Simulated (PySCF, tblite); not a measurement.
# C4H14Si3: geometry, infrared bands, NMR shifts, electronic excitations and core binding energies, part 2 of 2

tblite 0.8.0 and PySCF 2.14.0. Atoms count from 0. The steps go on from the part before.

## Step 7: NMR shieldings: mPW1PW91/pcSseg-1

Job settings and geometry (Å):

```
{"job": {"kind": "nmr", "xc": "mPW1PW91", "basis": "pcSseg-1", "pop": false}, "charge": 0, "multiplicity": 1}
Si     2.429659     2.402946     0.005857
Si     1.243751     0.523867    -0.745819
Si     2.595295    -1.381235    -0.540289
C     -0.344965     0.304323     0.257093
C     -1.371077    -0.775478    -0.173830
C     -2.499667     0.207858     0.188305
C     -1.476239     1.357139     0.131749
H      1.600921     3.644368    -0.110313
H      3.688459     2.597605    -0.779049
H      2.795706     2.218342     1.446140
H      0.886394     0.719153    -2.191074
H      1.881074    -2.604666    -1.024527
H      3.863657    -1.231448    -1.319669
H      2.948400    -1.585872     0.900521
H     -0.077255     0.165236     1.318491
H     -1.332053    -0.970593    -1.257994
H     -1.336325    -1.743026     0.349321
H     -2.864154     0.042852     1.214010
H     -3.369113     0.261326    -0.484510
H     -1.470971     1.850721    -0.853821
H     -1.527626     2.138286     0.905202
```

With the program's defaults for keys left out, this is: GIAO mPW1PW91/pcSseg-1 NMR shielding, non-relativistic, gas phase.

The program printed:

```text
coarse grid: 17896 points
cycle   1  E = -1029.1720818693  dE =  2.030e-01  |g| = 3.406e-01  |ddm| = 3.981e+00
cycle   2  E = -1029.1539881908  dE =  1.809e-02  |g| = 4.362e-01  |ddm| = 7.524e-01
cycle   3  E = -1029.2043649546  dE = -5.038e-02  |g| = 4.190e-02  |ddm| = 4.853e-01
cycle   4  E = -1029.2047327213  dE = -3.678e-04  |g| = 1.352e-02  |ddm| = 5.242e-02
cycle   5  E = -1029.2047677341  dE = -3.501e-05  |g| = 6.789e-03  |ddm| = 1.955e-02
cycle   6  E = -1029.2047791591  dE = -1.142e-05  |g| = 3.018e-04  |ddm| = 6.482e-03
cycle   7  E = -1029.2047791813  dE = -2.229e-08  |g| = 1.439e-04  |ddm| = 6.446e-04
final grid: 155824 points
cycle   8  E = -1029.2446836673  dE = -2.952e-05  |g| = 4.939e-03  |ddm| = 2.899e-02
cycle   9  E = -1029.2446781758  dE =  5.492e-06  |g| = 6.808e-03  |ddm| = 1.138e-02
cycle  10  E = -1029.2446902032  dE = -1.203e-05  |g| = 3.126e-04  |ddm| = 6.616e-03
cycle  11  E = -1029.2446902205  dE = -1.730e-08  |g| = 1.742e-04  |ddm| = 5.144e-04
cycle  12  E = -1029.2446902281  dE = -7.506e-09  |g| = 3.242e-05  |ddm| = 1.774e-04
cycle  13  E = -1029.2446902283  dE = -2.515e-10  |g| = 7.270e-06  |ddm| = 4.974e-05
converged SCF energy = -1029.2446902283

GIAO shielding tensors (ppm)
atom      isotropic    diamagn.    paramagn.     s11        s22        s33       span
  0 Si     456.311     880.163    -423.853    447.597    454.989    466.346     18.749
  1 Si     417.852     882.164    -464.311    369.794    402.174    481.589    111.795
  2 Si     456.360     880.498    -424.138    447.804    454.946    466.331     18.526
  3 C      163.339     252.358     -89.019    147.136    167.999    174.881     27.745
  4 C      153.152     248.168     -95.016    138.113    147.320    174.023     35.909
  5 C      157.616     252.838     -95.222    141.272    161.885    169.690     28.418
  6 C      153.162     250.207     -97.044    138.154    147.324    174.008     35.854
  7 H       27.696      28.885      -1.189     23.995     26.344     32.749      8.754
  8 H       27.899      28.474      -0.575     24.471     25.604     33.622      9.152
  9 H       27.913      29.146      -1.234     24.824     26.030     32.884      8.060
 10 H       27.638      30.528      -2.890     24.669     26.300     31.944      7.275
 11 H       27.696      29.390      -1.693     23.993     26.348     32.747      8.754
 12 H       27.900      28.825      -0.924     24.464     25.611     33.626      9.162
 13 H       27.915      29.529      -1.615     24.831     26.034     32.878      8.047
 14 H       29.566      34.384      -4.818     26.555     29.935     32.209      5.653
 15 H       29.369      32.054      -2.685     26.100     29.331     32.675      6.574
 16 H       29.332      31.526      -2.194     25.401     27.281     35.315      9.915
 17 H       29.096      30.783      -1.686     26.304     26.661     34.324      8.020
 18 H       29.389      29.604      -0.216     25.486     25.882     36.797     11.310
 19 H       29.366      31.847      -2.481     26.097     29.315     32.686      6.588
 20 H       29.330      31.125      -1.795     25.406     27.256     35.328      9.922
```

Run time: 70 s. Hardware: 1 thread of Arm Neoverse N1, shared host; peak memory 0.99 GiB.

In short: δ C4 30.4, C5 25.9, C3 20.2, Si1 -67.0, H10 3.68, H7 3.48 ppm (means over like atoms).

## Step 8: Core holes by ΔSCF: SCAN, X2C

The job, as its differences from that of step 7:

```diff
@@ -1,2 +1,2 @@
-{"job": {"kind": "nmr", "xc": "mPW1PW91", "basis": "pcSseg-1", "pop": false}, "charge": 0, "multiplicity": 1}
+{"job": {"kind": "xps"}, "charge": 0, "multiplicity": 1}
 Si     2.429659     2.402946     0.005857
```

With the program's defaults for keys left out, this is: delta-SCF UKS SCAN, pcX-2 on the ionised atom, pcseg-1 elsewhere, spin-free X2C.

The program printed:

```text
ground state, core basis on atom 0 (Si), 222 functions
  cycle   1  E = -1030.89057697  |g| = 4.60e-01
  cycle   2  E = -1030.80322226  |g| = 7.20e-01
  cycle   3  E = -1030.95064420  |g| = 6.77e-02
  cycle   4  E = -1030.95180229  |g| = 2.80e-02
  cycle   5  E = -1030.95200062  |g| = 1.15e-02
  cycle   6  E = -1030.95203446  |g| = 1.75e-03
  cycle   7  E = -1030.95203360  |g| = 5.98e-04
  cycle   8  E = -1030.95203370  |g| = 1.20e-04
  E(ground) = -1031.01477341 Eh
hole in Si 1s of atom 0
  cycle   1  E = -962.03242111  |g| = 4.35e+00
  cycle   2  E = -961.54167377  |g| = 2.32e+00
  cycle   3  E = -962.23353314  |g| = 1.05e+00
  cycle   4  E = -963.01305715  |g| = 3.92e-01
  cycle   5  E = -963.08752397  |g| = 1.92e-01
  cycle   6  E = -963.10664578  |g| = 4.44e-02
  cycle   7  E = -963.10767362  |g| = 1.71e-02
  cycle   8  E = -963.10784948  |g| = 4.98e-03
  cycle   9  E = -963.10786352  |g| = 1.61e-03
  cycle  10  E = -963.10786424  |g| = 3.74e-04
  E(ion) = -963.17826856 Eh   <S^2> = 0.7525   hole on atom = 1.000   binding energy = 1845.925 eV
hole in Si 2p of atom 0
  cycle   1  E = -1026.69033288  |g| = 1.23e+00
  cycle   2  E = -1026.29593430  |g| = 1.24e+00
  cycle   3  E = -1026.93004412  |g| = 3.64e-01
  cycle   4  E = -1027.01633063  |g| = 1.54e-01
  cycle   5  E = -1027.02703532  |g| = 6.35e-02
  cycle   6  E = -1027.02951399  |g| = 1.26e-02
  cycle   7  E = -1027.02961010  |g| = 5.18e-03
  cycle   8  E = -1027.02962314  |g| = 1.75e-03
  cycle   9  E = -1027.02962592  |g| = 4.19e-04
  E(ion) = -1027.10384152 Eh   <S^2> = 0.7529   hole on atom = 1.002   binding energy = 106.422 eV
  2p3/2 = 106.222 eV   2p1/2 = 106.845 eV
ground state, core basis on atom 1 (Si), 222 functions
  cycle   1  E = -1030.95331648  |g| = 2.86e-01
  cycle   2  E = -1030.95339159  |g| = 3.05e-02
  cycle   3  E = -1030.95337094  |g| = 2.44e-02
  cycle   4  E = -1030.95352382  |g| = 7.15e-03
  cycle   5  E = -1030.95354037  |g| = 1.21e-03
  cycle   6  E = -1030.95354283  |g| = 2.08e-04
  E(ground) = -1031.01592115 Eh
hole in Si 1s of atom 1
  cycle   1  E = -962.03846865  |g| = 4.35e+00
  cycle   2  E = -961.82561353  |g| = 2.28e+00
  cycle   3  E = -962.42890062  |g| = 9.68e-01
  cycle   4  E = -963.04971720  |g| = 3.42e-01
  cycle   5  E = -963.12177140  |g| = 1.02e-01
  cycle   6  E = -963.12586955  |g| = 4.31e-02
  cycle   7  E = -963.12690374  |g| = 7.34e-03
  cycle   8  E = -963.12692801  |g| = 4.39e-03
  cycle   9  E = -963.12693867  |g| = 1.26e-03
  cycle  10  E = -963.12694088  |g| = 3.14e-04
  E(ion) = -963.19696071 Eh   <S^2> = 0.7526   hole on atom = 1.000   binding energy = 1845.448 eV
hole in Si 2p of atom 1
  cycle   1  E = -1026.69740512  |g| = 1.24e+00
  cycle   2  E = -1026.30624145  |g| = 1.29e+00
  cycle   3  E = -1026.97124816  |g| = 3.25e-01
  cycle   4  E = -1027.04103250  |g| = 1.11e-01
  cycle   5  E = -1027.04680873  |g| = 4.99e-02
  cycle   6  E = -1027.04827818  |g| = 7.10e-03
  cycle   7  E = -1027.04829252  |g| = 5.39e-03
  cycle   8  E = -1027.04830642  |g| = 8.29e-04
  cycle   9  E = -1027.04830763  |g| = 3.15e-04
  E(ion) = -1027.12252840 Eh   <S^2> = 0.7525   hole on atom = 1.002   binding energy = 105.945 eV
  2p3/2 = 105.744 eV   2p1/2 = 106.367 eV
ground state, core basis on atom 3 (C), 211 functions
  cycle   1  E = -1030.86240910  |g| = 6.10e-02
  cycle   2  E = -1030.86237317  |g| = 2.60e-02
  cycle   3  E = -1030.86246511  |g| = 1.97e-02
  cycle   4  E = -1030.86257913  |g| = 2.63e-03
  cycle   5  E = -1030.86258145  |g| = 7.57e-04
  cycle   6  E = -1030.86258185  |g| = 1.38e-04
  E(ground) = -1030.96691401 Eh
hole in C 1s of atom 3
  cycle   1  E = -1019.61302250  |g| = 1.52e+00
  cycle   2  E = -1018.47716263  |g| = 2.10e+00
  cycle   3  E = -1020.14141952  |g| = 3.79e-01
  cycle   4  E = -1020.20115305  |g| = 1.22e-01
  cycle   5  E = -1020.20881686  |g| = 3.78e-02
  cycle   6  E = -1020.20964073  |g| = 1.04e-02
  cycle   7  E = -1020.20970225  |g| = 4.84e-03
  cycle   8  E = -1020.20971967  |g| = 1.65e-03
  cycle   9  E = -1020.20972272  |g| = 8.56e-04
  cycle  10  E = -1020.20972567  |g| = 3.65e-04
  E(ion) = -1020.31261843 Eh   <S^2> = 0.7727   hole on atom = 1.000   binding energy = 289.918 eV
ground state, core basis on atom 4 (C), 211 functions
  cycle   1  E = -1030.86208941  |g| = 5.81e-02
  cycle   2  E = -1030.86201242  |g| = 2.46e-02
  cycle   3  E = -1030.86201079  |g| = 2.45e-02
  cycle   4  E = -1030.86216686  |g| = 2.11e-03
  cycle   5  E = -1030.86216713  |g| = 4.13e-04
  E(ground) = -1030.96641367 Eh
hole in C 1s of atom 4
  cycle   1  E = -1019.61243670  |g| = 1.51e+00
  cycle   2  E = -1018.58486378  |g| = 2.03e+00
  cycle   3  E = -1020.12509974  |g| = 3.75e-01
  cycle   4  E = -1020.17464147  |g| = 1.77e-01
  cycle   5  E = -1020.19072635  |g| = 6.79e-02
  cycle   6  E = -1020.19279082  |g| = 1.39e-02
  cycle   7  E = -1020.19290911  |g| = 6.72e-03
  cycle   8  E = -1020.19294842  |g| = 1.95e-03
  cycle   9  E = -1020.19295401  |g| = 1.19e-03
  cycle  10  E = -1020.19295602  |g| = 5.86e-04
  cycle  11  E = -1020.19295526  |g| = 1.31e-04
  E(ion) = -1020.29600399 Eh   <S^2> = 0.7721   hole on atom = 1.000   binding energy = 290.357 eV
ground state, core basis on atom 5 (C), 211 functions
  cycle   1  E = -1030.86235408  |g| = 5.89e-02
  cycle   2  E = -1030.86227047  |g| = 2.71e-02
  cycle   3  E = -1030.86232596  |g| = 2.28e-02
  cycle   4  E = -1030.86245851  |g| = 8.09e-04
  cycle   5  E = -1030.86245302  |g| = 2.42e-04
  E(ground) = -1030.96673654 Eh
hole in C 1s of atom 5
  cycle   1  E = -1019.61602017  |g| = 1.51e+00
  cycle   2  E = -1018.36356829  |g| = 2.12e+00
  cycle   3  E = -1020.10873240  |g| = 3.98e-01
  cycle   4  E = -1020.16554897  |g| = 2.06e-01
  cycle   5  E = -1020.18868396  |g| = 6.64e-02
  cycle   6  E = -1020.19054087  |g| = 1.29e-02
  cycle   7  E = -1020.19062283  |g| = 8.47e-03
  cycle   8  E = -1020.19067480  |g| = 2.69e-03
  cycle   9  E = -1020.19068147  |g| = 1.53e-03
  cycle  10  E = -1020.19068459  |g| = 5.98e-04
  cycle  11  E = -1020.19068454  |g| = 1.30e-04
  E(ion) = -1020.29399625 Eh   <S^2> = 0.7713   hole on atom = 1.000   binding energy = 290.420 eV
```

It took 3.7 min on 1 thread of Arm Neoverse N1, shared host; peak memory 0.69 GiB.

Binding energies by hole, beside the orbital energy of the ground state; the difference holds orbital relaxation and, for a density functional, its self-interaction error:

```csv
hole,stands for,environment,ΔSCF (eV; 2p as the shell's mean),−ε (eV),⟨S²⟩
Si1s on Si0,"Si0, Si2","silicon bonded to Si, 3 H",1845.93,1793.2,0.753
Si2p on Si0,"Si0, Si2","silicon bonded to Si, 3 H",106.43,96.0,0.753
Si1s on Si1,Si1,"silicon bonded to C, 2 Si, H",1845.45,1793.1,0.753
Si2p on Si1,Si1,"silicon bonded to C, 2 Si, H",105.95,95.9,0.752
C1s on C3,C3,sp3 CH bonded to Si,289.92,273.8,0.773
C1s on C4,"C4, C6",sp3 CH2 in a ring,290.36,273.8,0.772
C1s on C5,C5,sp3 CH2 in a ring,290.42,273.7,0.771
```

Each hole run stands for the others of its class of like atoms.

With the spin-orbit splitting: Si0 2p3/2 106.22, 2p1/2 106.84 eV; Si1 2p3/2 105.74, 2p1/2 106.37 eV. The table gives each 2p level as the mean over the whole 2p shell (two parts 2p3/2, one part 2p1/2), which differs a little from the single hole in the log.

## Step 9: Side by side: NMR shifts

Shifts (ppm) of some atoms, chosen among heavy atoms and hydrogens apart, means over like atoms, with basis size and wall time:

```csv
run,C4,C5,C3,H10,H14,Si1,Si0,functions,time
PBE0/pcSseg-1,30.5,25.8,20.5,3.72,1.78,-67.8,-107.8,210,77 s
mPW1PW91/pcSseg-1,30.4,25.9,20.2,3.68,1.75,-67.0,-105.5,210,70 s
```

## Step 10: Summary of results

This closing draws on all 2 parts.

| quantity | value |
| --- | --- |
| strongest single infrared mode (GFN2-xTB) | 770 cm⁻¹, 816 km/mol |
| zero-point energy (GFN2-xTB) | 97.8 kcal/mol |
| point group | Cs |
| rotational constants (main isotopes) | 1.65, 0.92, 0.63 GHz |
| ¹³C shifts against TMS (PBE0/pcSseg-1, means over atoms taken as alike) | 30.5, 25.8, 20.5 ppm |
| ¹H shifts against TMS (PBE0/pcSseg-1, means over atoms taken as alike) | 3.72, 3.51, 2.23, 2.00, 1.96, 1.94, 1.78 ppm |
| ²⁹Si shifts against TMS (PBE0/pcSseg-1, means over atoms taken as alike) | -67.8, -107.8 ppm |
| lowest singlet (CAM-B3LYP/def2-SVPD) | 6.67 eV (186 nm), f = 0.088 |
| brightest single state of those computed | state 8, 7.51 eV, f = 0.337 |
| lowest triplet | 5.85 eV |
| vertical ionisation energy (ΔSCF) | 9.46 eV |
| C1s binding energies, SCAN/pcX-2 | C5 290.42, C4 290.36, C3 289.92 eV |
| Si1s binding energies, SCAN/pcX-2 | Si0 1845.93, Si1 1845.45 eV |
| Si2p binding energies, SCAN/pcX-2 | Si0 106.43, Si1 105.95 eV |
| range of the shift of Si0 | -107.8 to -105.5 ppm |

**Reading.** The optimisation took 75 steps and gained 0.278 eV; among the close pairs (by a distance rule), Si0–H7 changed most, from 1.494 to 1.466 Å (GFN2-xTB). No mode is imaginary among the 57: a minimum at this level. The strongest single mode, at 770 cm⁻¹, has its largest shares on H13, H9, H12 and H8 (the list is cut at 4 atoms). Unscaled tight-binding wavenumbers are off by several per cent, some by more. Its intensities can rank the bands wrongly. Over 12 steps the energy fell by 0.269 eV; of the close pairs, Si0–H8 changed most, 1.443 to 1.496 Å (PBE0/def2-SVP). No frequency check was run at this level, so the end point may be a saddle. At PBE0/pcSseg-1: The widest tensor belongs to Si1: span 114 ppm, with a paramagnetic part of -462 ppm. The C1s levels kept as sound span 0.50 eV, from C3 (sp3 CH bonded to Si) up to C5 (sp3 CH2 in a ring). Si0 (silicon bonded to Si, 3 H) binds its Si1s electron 0.48 eV more tightly than Si1 (silicon bonded to C, 2 Si, H). The Si2p levels kept as sound span 0.48 eV, from Si1 (silicon bonded to C, 2 Si, H) up to Si0 (silicon bonded to Si, 3 H). Across the 2 runs the shift of Si0 (with its like atoms) moves most, between -107.8 (PBE0/pcSseg-1) and -105.5 ppm (mPW1PW91/pcSseg-1).
